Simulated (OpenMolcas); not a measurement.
# Os⁵⁺ among point charges: CASSCF and CASPT2 levels and susceptibility

Aim: the splitting of the states of Os⁵⁺ in the field of 4 point charges, its lowest levels with spin-orbit coupling and its magnetic susceptibility.

Method: state-averaged CASSCF and CASPT2, spin-orbit coupling by RASSI with atomic mean-field integrals. Code: OpenMolcas 26.06.

## 1. What is computed

```
Species                           : Os⁵⁺ (osmium, Z = 76, 71 electrons)
Basis                             : ANO-RCC-VDZP [7s6p4d2f1g], 68 functions
Scalar Hamiltonian                : DKH2, point nucleus
Inactive shells                   : 1s 2s 2p 3s 3p 3d 4s 4p 4d 4f 5s 5p
Active space                      : 3 electrons in 5 orbitals (5d)
Some configurations of this space : 5d3
Orbitals                          : optimised for each spin and parity, averaged over all roots
```

Outer shells as boxes (Hund's rule):

5d3
```
5d [↑ ][↑ ][↑ ][  ][  ]
```

The ion sits among 4 point charges of -2 e arranged as a square (D4h), 2.06 Å from the ion.

Each step is its own input file, run in one work folder so that later steps find the files of earlier ones. Labels, J, g values, rates, χT and fits are worked out afterwards by a script from the matrices that RASSI stores. The input lists half of the charges; inversion (Group=XYZ) makes the rest.

## 2. GATEWAY and SEWARD: basis and integrals

File a.inp:

```
&GATEWAY
Coord
1

Os 0.0 0.0 0.0
Basis=ANO-RCC-VDZP
Group=XYZ
NoMove
AngMom=0.0 0.0 0.0
AMFI
XField
2 Angstrom 0
2.060000 0.000000 0.000000 -2.000000
0.000000 2.060000 0.000000 -2.000000
&SEWARD
```

The run is started by

```console
$ OMP_NUM_THREADS=1 MOLCAS_MEM=1689 MOLCAS_PROJECT=a pymolcas a.inp > a.log
```

## 3. Reference wave functions, quartets of even parity, 10 roots

File a.inp:

```
&RASSCF
FileOrb=start.orb
Symmetry=1
Spin=4
nActEl=3 0 0
Inactive=15 19
Ras2=5 0
CIRoot=10 10 1
SDav=10
CIMx=300
Iter=120 100
PrWF=0.3
OrbListing=Nothing
MaxOrb=0
>>> COPY $Project.JobIph JOB001
```

start.orb holds the contracted functions of the basis, ordered by shell, or the orbitals of the step before.

## 4. Reference wave functions, doublets of even parity, 40 roots

File a.inp:

```
&RASSCF
FileOrb=start.orb
Symmetry=1
Spin=2
nActEl=3 0 0
Inactive=15 19
Ras2=5 0
CIRoot=40 40 1
SDav=40
CIMx=300
Iter=120 100
PrWF=0.3
OrbListing=Nothing
MaxOrb=0
>>> COPY $Project.JobIph JOB002
```

## 5. RASSI: spin-orbit coupling between the states

File a.inp:

```
&RASSI
NrOfJobIphs=2 10 40
1 2 3 4 5 6 7 8 9 10
1 2 3 4 5 6 7 8 9 10 11 12 13 14 15 16 17 18 19 20 21 22 23 24 25 26 27
28 29 30 31 32 33 34 35 36 37 38 39 40
IphNames
JOB001
JOB002
EJob
SpinOrbit
DIPRint=1.0
SOCoupling=1000.0
Subsets=2
Property=9
'ANGMOM' 1 'ANGMOM' 2 'ANGMOM' 3 'MLTPL  1' 1 'MLTPL  1' 2 'MLTPL  1' 3
'AMFI' 1 'AMFI' 2 'AMFI' 3
SOProperty=3
'ANGMOM' 1 'ANGMOM' 2 'ANGMOM' 3
```

## 6. CASPT2: IPEA 0.25, imaginary shift 0.1 (closed shells correlated: 5s 5p)

File a.inp:

```
>>> COPY JOB001 $Project.JobIph
&CASPT2
Multistate=10 1 2 3 4 5 6 7 8 9 10
NoMult
Frozen=14 16
IPEA=0.25
Imaginary=0.1
MaxIter=60
WThr=0.0 0.3 0.05
PrWF=0.5
NoMix
>>> COPY JOB002 $Project.JobIph
&CASPT2
Multistate=40 1 2 3 4 5 6 7 8 9 10 11 12 13 14 15 16 17 18 19 20 21 22
23 24 25 26 27 28 29 30 31 32 33 34 35 36 37 38 39 40
NoMult
Frozen=14 16
IPEA=0.25
Imaginary=0.1
MaxIter=60
WThr=0.0 0.3 0.05
PrWF=0.5
NoMix
```

(Steps that only read results are left out.)

**Question.** What will these runs give? Wanted: spin-free ground state; first state of the same spin within the active space; lowest level; next level.

The runs gave:

| quantity | value |
| --- | --- |
| method | SS-CASPT2, IPEA 0.25, imaginary shift 0.1 (closed shells correlated: 5s 5p) |
| spin-free ground state | 4A2, 1-fold in its orbital part |
| first state of the same spin within the active space | 4E at 5750 cm⁻¹ |
| lowest level | 2-fold E3/2, g = 0.26, 0.26, 2.45 |
| next level | 3248.1 cm⁻¹ |
| χT at 300 K | 0.23 cm³ K/mol |
| effective moment at 300 K | 1.35 μB |

Cost by method:

| method | time of its own steps | time with the reference |
| --- | --- | --- |
| A. CASSCF | 11 s | 11 s |
| B. SS-CASPT2, IPEA 0.25, imaginary shift 0.1, +5s 5p | 5.8 s | 17 s |

Times are of one thread on a shared host.

**Reading.** The spin-free ground state (4A2) comes to 62 % from free-ion P terms and keeps the highest spin of the shell. χT at 300 K is 0.23, against 1.88 cm³ K/mol for the spin alone, so spin-orbit coupling lowers it. The field of point charges can differ much from that of real complexes. This is an electrostatic model: the charges have no orbitals.
